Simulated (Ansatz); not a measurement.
# CH5AlOS: the cost of one run

Program: Ansatz 0.2.0. Level of theory: RHF/def2-SVPD. These are calculated values, not measurements.

## 1. The system as given

Bond lengths: O1–Al2 1.770 Å, Al2–C3 1.987 Å, C3–S4 1.842 Å, O1–H5 1.002 Å, Al2–H6 1.605 Å, C3–H7 1.159 Å, C3–H8 1.040 Å, S4–H9 1.404 Å. Angles: O1–Al2–C3 118.7°, O1–Al2–H6 119.8°, C3–Al2–H6 121.4°, Al2–O1–H5 108.9°, Al2–C3–S4 109.0°, Al2–C3–H7 107.6°, Al2–C3–H8 110.8°, S4–C3–H7 105.9°, S4–C3–H8 113.0°, H7–C3–H8 110.3°, C3–S4–H9 89.4°.

Structure file:

```xyz
9

O    -1.1882    2.0599   -0.1425
Al   -0.1168    0.9751    0.7572
C     0.0294   -0.9201    0.1768
S     0.7266   -0.9723   -1.5277
H    -0.6693    2.4830   -0.8877
H     0.7347    1.5391    1.9947
H     0.8136   -1.4357    0.8576
H    -0.8886   -1.4017    0.2558
H     0.6470   -2.3736   -1.5013
```

## 2. Relaxing end A

The input, input.yaml:

```yaml
crystal:
  periodic: [false, false, false]
  atoms:
    - { symbol: O, position_ang: [-1.1882, 2.0599, -0.1425] }
    - { symbol: Al, position_ang: [-0.1168, 0.9751, 0.7572] }
    - { symbol: C, position_ang: [0.0294, -0.9201, 0.1768] }
    - { symbol: S, position_ang: [0.7266, -0.9723, -1.5277] }
    - { symbol: H, position_ang: [-0.6693, 2.483, -0.8877] }
    - { symbol: H, position_ang: [0.7347, 1.5391, 1.9947] }
    - { symbol: H, position_ang: [0.8136, -1.4357, 0.8576] }
    - { symbol: H, position_ang: [-0.8886, -1.4017, 0.2558] }
    - { symbol: H, position_ang: [0.647, -2.3736, -1.5013] }
basis:
  gaussian: { orbitals: def2-SVPD }
hamiltonian:
  xc: hf
relax:
  f_tol: 0.015
  max_steps: 40
```

Started as:

```sh
$ ansatz run input.yaml --threads 2 --pin off --max-ram 3072MiB --backend cpu --events-out ev --progress --plain --runs-dir out
```

What time and memory should one allow on 2 threads of Arm Neoverse V2, shared host?

About 57 s, with a peak of 0.3 GiB.
